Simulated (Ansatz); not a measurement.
**CHBCl₂ (SMILES B=C(Cl)Cl): functionals against CCSD(T) at one geometry**

An exercise on one series of results from a longer session: the logs are not shown, and one member is left open.

Method: single points in def2-TZVPP; program: Ansatz 0.2.0, Gaussian basis.

Correlated methods freeze the cores.

### The system as given

SMILES `B=C(Cl)Cl`, 5 atoms, charge 0, spin multiplicity 1.

Atoms are counted from 1 here; the program's logs count them from 0.

Bond lengths: B1–C2 1.449 Å, B1–H5 1.101 Å, C2–Cl3 1.735 Å, C2–Cl4 1.790 Å. Angles: C2–B1–H5 178.5°, B1–C2–Cl3 123.1°, B1–C2–Cl4 124.2°, Cl3–C2–Cl4 112.8°.

Coordinates:

| atom | x (Å) | y (Å) | z (Å) |
| --- | --- | --- | --- |
| B1 | 0.7704 | 0.6414 | 0.2225 |
| C2 | -0.3475 | -0.2296 | -0.0798 |
| Cl3 | -1.9990 | 0.2999 | -0.0337 |
| Cl4 | -0.1843 | -1.9479 | -0.5538 |
| H5 | 1.6302 | 1.2838 | 0.4702 |

Set-up of the first run:

Contents of run/in.yaml:

```yaml
crystal:
  periodic: [false, false, false]
  atoms:
    - {symbol: B, position_ang: [0.770400, 0.641400, 0.222500]}
    - {symbol: C, position_ang: [-0.347500, -0.229600, -0.079800]}
    - {symbol: Cl, position_ang: [-1.999000, 0.299900, -0.033700]}
    - {symbol: Cl, position_ang: [-0.184300, -1.947900, -0.553800]}
    - {symbol: H, position_ang: [1.630200, 1.283800, 0.470200]}
basis:
  gaussian: {orbitals: def2-TZVPP}
correlation: {method: ccsd_t}
output: {forces: true}
```

No record of the launch command was kept for these runs.

Steps of the session up to this table: CCSD(T)/def2-TZVPP; PBE0-D4/def2-TZVPP; wB97M-V/def2-TZVPP; r2SCAN-D4/def2-TZVPP; PBE-D4/def2-TZVPP; revPBE-D4/def2-TZVPP; LC-wPBE/def2-TZVPP.

One table of the session follows, with a row left open; its other results are not shown here.

```
   method  RMS force component (eV/Å)  angle to CCSD(T) forces (°)  dipole (D)
  CCSD(T)                       1.309                    reference        2.02
  PBE0-D4                       1.485                          5.6        2.07
  wB97M-V                       1.474                          7.5        2.21
r2SCAN-D4                       1.408                          3.9        1.93
   PBE-D4                           ?                            ?           ?
revPBE-D4                       1.348                          3.2        1.71
  LC-wPBE                       1.612                          7.8        2.40
```

Q: Estimate the row for PBE-D4 from the others.

**Answer.** RMS force component (eV/Å): 1.382; angle to CCSD(T) forces (°): 2.1; dipole (D): 1.71. In the column «RMS force component (eV/Å)» it lies between revPBE-D4 (1.348) and r2SCAN-D4 (1.408).
